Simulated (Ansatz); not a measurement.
**CH₃ClGa radical: one species, many methods**

An exercise on one series of results from a longer session: the logs are not shown, and one member is left open.

Program: Ansatz 0.2.0, Gaussian basis. Level of theory: functionals in def2-TZVPP, the program's frozen cores in correlated methods. These are calculated values, not measurements.

The runs, in order: LDA (SPW92), PBE-D4, revPBE-D4, BLYP-D4, r2SCAN-D4, B97M-V, PBE0-D4, B3LYP-D4, r2SCANh-D4, r2SCAN0-D4, HSE06-D4, BHLYP-D4, CAM-B3LYP-D4, LC-ωPBE, ωB97X-V, ωB97M-V, B2PLYP, PBE-QIDH; CCSD(T)/def2-SVP; CCSD(T)/def2-TZVPP; MP2/def2-QZVPP; extrapolation to the limit; RPA on PBE.

### The relaxed structure

All runs share one geometry, relaxed beforehand with PBE0-D4 in a triple-zeta def2 set.

SMILES `[CH3][Ga][Cl]`, 6 atoms, charge 0, spin multiplicity 2.

Atoms are counted from 1 here; the program's logs count them from 0.

Bond lengths: C1–Ga2 2.001 Å, C1–H4 1.092 Å, C1–H5 1.092 Å, C1–H6 1.088 Å, Ga2–Cl3 2.184 Å. Angles: Ga2–C1–H4 107.3°, Ga2–C1–H5 107.3°, Ga2–C1–H6 111.8°, H4–C1–H5 109.3°, H4–C1–H6 110.5°, H5–C1–H6 110.5°, C1–Ga2–Cl3 114.5°.

The first run:

Contents of in.yaml:

```yaml
crystal:
  periodic: [false, false, false]
  atoms:
    - {symbol: C, position_ang: [-0.431531, 0.474840, -0.328261]}
    - {symbol: Ga, position_ang: [0.371793, -0.376738, 1.294469]}
    - {symbol: Cl, position_ang: [1.780653, -1.989921, 0.868892]}
    - {symbol: H, position_ang: [-0.944302, -0.310795, -0.887331]}
    - {symbol: H, position_ang: [0.390956, 0.868246, -0.929528]}
    - {symbol: H, position_ang: [-1.125470, 1.270470, -0.064441]}
basis:
  gaussian: {orbitals: def2-TZVPP}
magnetization: {spin_polarized: true, initial_magnetization: 1}
hamiltonian: {xc: lda}
output: {orbitals: {seedname: orbitals}}
```

Steps of the session up to this table: LDA; PBE-D4 (GGA); revPBE-D4 (GGA); BLYP-D4 (GGA); r2SCAN-D4 (meta-GGA); B97M-V (meta-GGA); PBE0-D4 (hybrid); B3LYP-D4 (hybrid); r2SCANh-D4 (hybrid); r2SCAN0-D4 (hybrid); HSE06-D4 (hybrid); BHLYP-D4 (hybrid); CAM-B3LYP-D4 (range-separated); LC-ωPBE-D4 (range-separated; the results give it without D4); ωB97X-V (range-separated); ωB97M-V (range-separated); B2PLYP (double hybrid); PBE-QIDH (double hybrid).

One of the session's tables, all rows but one given; the rest of the session is left out.

It belongs to the step «Frontier levels by functional». 

```
  functional  HOMO (eV)  LUMO (eV)  gap (eV)
 LDA (SPW92)      -4.97      -4.12      0.85
      PBE-D4      -4.90      -3.77      1.13
   revPBE-D4      -4.86      -3.63      1.23
     BLYP-D4      -4.72      -3.81      0.91
   r2SCAN-D4      -5.26      -3.39      1.87
      B97M-V      -5.04      -3.95      1.09
     PBE0-D4      -5.96      -2.88      3.09
    B3LYP-D4      -5.72      -3.29      2.43
  r2SCANh-D4          ?          ?         ?
  r2SCAN0-D4      -6.23      -2.63      3.60
    HSE06-D4      -5.57      -3.25      2.32
    BHLYP-D4      -6.86      -2.14      4.72
CAM-B3LYP-D4      -7.18      -2.06      5.12
     LC-ωPBE      -8.54      -0.64      7.90
     ωB97X-V      -8.05      -1.06      6.99
     ωB97M-V      -7.93      -1.23      6.70
```

Estimate the missing values for r2SCANh-D4.

Worked estimate for «HOMO (eV)». Against the share of exact exchange, r2SCAN-D4 (0, -5.26), r2SCAN0-D4 (0.25, -6.23) give a slope of -3.88 per unit share; at 0.1 the line stands at -5.65.

As computed: HOMO (eV): -5.65; LUMO (eV): -3.08; gap (eV): 2.57. In «HOMO (eV)» the line misses by 0.00.
